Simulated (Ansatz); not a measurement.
**Ga4Ge (Ga (210), 5 layers): how the settings move a single-point run**

Aim: see which settings change the result for Ga4Ge (Ga (210), 5 layers), by how much, and at what cost.

Method: reference: DFT, PBEsol, PAW with Ansatz's default frozen-core files, scalar-relativistic, in Ansatz 0.2.0.

1 further run of the same task is left out (it didn't finish). Runs told in other sessions of the task aren't counted.

## 1. Starting point

It takes space group P2/m (No. 10, monoclinic). The conventional cell has a = 7.379 Å, b = 3.300 Å, c = 18.951 Å, α = 90.00°, β = 90.00°, γ = 90.00°. Ga (site symmetry m) is surrounded by 5 Ga at 2.79 to 3.14 Å. Ga (site symmetry m) has 2 Ge at 2.70 Å and 4 Ga at 2.79 to 2.84 Å in its first shell of neighbours. Ge (site symmetry 2/m) has 4 Ga at 2.70 Å in its first shell of neighbours.

Coordinates:

```
CELL_PARAMETERS angstrom
7.37873 0.00000 0.00000
0.00000 3.29987 0.00000
0.00000 0.00000 18.95150
ATOMIC_POSITIONS crystal
Ga 0.04953 0.00000 0.41943
Ga 0.78288 0.50000 0.47736
Ge 0.50000 0.00000 0.50000
Ga 0.21712 0.50000 0.52264
Ga 0.95047 0.00000 0.58057
```

## 2. Baseline

input.yaml reads:

```yaml
crystal:
  lattice:
    - [7.3787257393, 0.0, 0.0]
    - [0.0, 3.2998664681, 0.0]
    - [0.0, 0.0, 18.9515]
  atoms:
    - { symbol: Ga, position: [0.049532343, 0.0, 0.4194340017] }
    - { symbol: Ga, position: [0.7828816017, 0.5, 0.4773582995] }
    - { symbol: Ge, position: [0.5000000057, 0.0, 0.5000000029] }
    - { symbol: Ga, position: [0.2171183952, 0.5, 0.5226416952] }
    - { symbol: Ga, position: [0.9504676543, 0.0, 0.5805660007] }
kpoints:
  mp_grid: { grid: [6, 12, 1] }
scf:
  occupations: { method: fermi_dirac, width: 0.1 }
hamiltonian:
  xc: pbesol
  pseudopotentials: { kind: paw }
output:
  forces: true
  stress: true
  eigenvalues: true
efield:
  axis: 3
  amplitude: 0
  dipole_correction: true
```

Command:

```sh
$ ansatz run input.yaml --threads 2 --pin off --max-ram 4096MiB --backend cpu --events-out ev --progress --plain --runs-dir out
```

## 3. Changing settings: ecutwfc 500 eV

Edit input.yaml of step 2 so:

```diff
@@ -26 +26,3 @@
   dipole_correction: true
+basis:
+  ecutwfc: "500 eV"
```

What does the calculation give? Wanted: for each run, ending; energy change; gap; force.

The runs gave:

```
              run     ending  energy change  gap (eV)  force (eV/Å)  cycles  time
        reference  converged              0      0.00          0.17       7  21 s
1: ecutwfc 500 eV  converged  -1.0 meV/atom      0.00          0.17       7  29 s
```

Residual by cycle in the longest SCF loop of each run; runs are numbered as in the table. The quantity is the density residual dr2, in eV.

```
cycle  reference    run 1
    1     0.0123    0.012
    2    0.00369  0.00386
    3     5.3e-4   5.3e-4
    4     7.2e-5   6.1e-5
    5     2.9e-6   2.7e-6
    6     2.8e-7   2.6e-7
    7     1.3e-8   1.8e-8
```

Changing the cutoff moves the energy by -1.0 meV/atom.
